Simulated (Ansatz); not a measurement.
**BH7NSi2 radical: basis-set convergence**

How large a basis does BH7NSi2 radical need? Two functionals are run in growing sets.

The runs use Ansatz 0.2.0, Gaussian basis; one geometry, several basis sets.

Plan: PBE0-D4/def2-SVP; ωB97M-V/def2-SVP; PBE0-D4/def2-QZVPP; ωB97M-V/def2-QZVPP; the functionals' def2-TZVPP values are taken from earlier runs.

## 1. Structure used throughout

An earlier PBE0-D4 in a triple-zeta def2 set relaxation fixed the geometry.

SMILES `BN([SiH2])[SiH3]`, 11 atoms, charge 0, spin multiplicity 2.

Atoms are counted from 1 here; the program's logs count them from 0.

Bond lengths: B1–N2 1.412 Å, B1–H5 1.200 Å, B1–H6 1.198 Å, N2–Si3 1.754 Å, N2–Si4 1.757 Å, Si3–H7 1.492 Å, Si3–H8 1.488 Å, Si4–H9 1.486 Å, Si4–H10 1.481 Å, Si4–H11 1.485 Å. Angles: N2–B1–H5 119.3°, N2–B1–H6 120.0°, H5–B1–H6 120.7°, B1–N2–Si3 119.2°, B1–N2–Si4 121.4°, Si3–N2–Si4 119.4°, N2–Si3–H7 107.8°, N2–Si3–H8 109.9°, H7–Si3–H8 111.2°, N2–Si4–H9 108.7°, N2–Si4–H10 109.0°, N2–Si4–H11 110.2°, H9–Si4–H10 110.3°, H9–Si4–H11 108.4°, H10–Si4–H11 110.3°.

## 2. PBE0-D4 in def2-SVP

The input, in.yaml:

```yaml
crystal:
  periodic: [false, false, false]
  atoms:
    - {symbol: B, position_ang: [-0.028191, 1.551108, 0.489800]}
    - {symbol: N, position_ang: [-0.172723, 0.222919, 0.031478]}
    - {symbol: Si, position_ang: [-1.324001, -0.121980, -1.245639]}
    - {symbol: Si, position_ang: [0.757490, -1.092371, 0.732580]}
    - {symbol: H, position_ang: [-0.686323, 2.420585, -0.011274]}
    - {symbol: H, position_ang: [0.746128, 1.800058, 1.369802]}
    - {symbol: H, position_ang: [-0.932219, -1.417380, -1.874303]}
    - {symbol: H, position_ang: [-1.320119, 0.981763, -2.243039]}
    - {symbol: H, position_ang: [-0.143509, -2.256808, 0.934713]}
    - {symbol: H, position_ang: [1.321095, -0.646970, 2.027313]}
    - {symbol: H, position_ang: [1.847874, -1.497725, -0.190932]}
basis:
  gaussian: {orbitals: def2-SVP}
magnetization: {spin_polarized: true, initial_magnetization: 1}
hamiltonian: {xc: pbe0, dispersion: d4}
output: {orbitals: {seedname: orbitals}}
```

Launch:

```sh
> ansatz run in.yaml --threads 4 --pin off --events-out ev --progress --plain --max-ram 10444MiB
```

The runs that follow: ωB97M-V in def2-SVP; PBE0-D4 in def2-QZVPP; ωB97M-V in def2-QZVPP.

Before running them: what should the planned runs give, taken together? Wanted: PBE0-D4: double and triple zeta above quadruple; ωB97M-V: double and triple zeta above quadruple.

As calculated:

| quantity | value |
| --- | --- |
| PBE0-D4: double and triple zeta above quadruple | 8.84, 0.69 eV |
| ωB97M-V: double and triple zeta above quadruple | 8.97, 0.64 eV |

PBE0-D4 gains 8.15 eV from double to triple zeta, then 0.69 eV more. Total energies overstate the basis error of differences, where much of it tends to cancel.
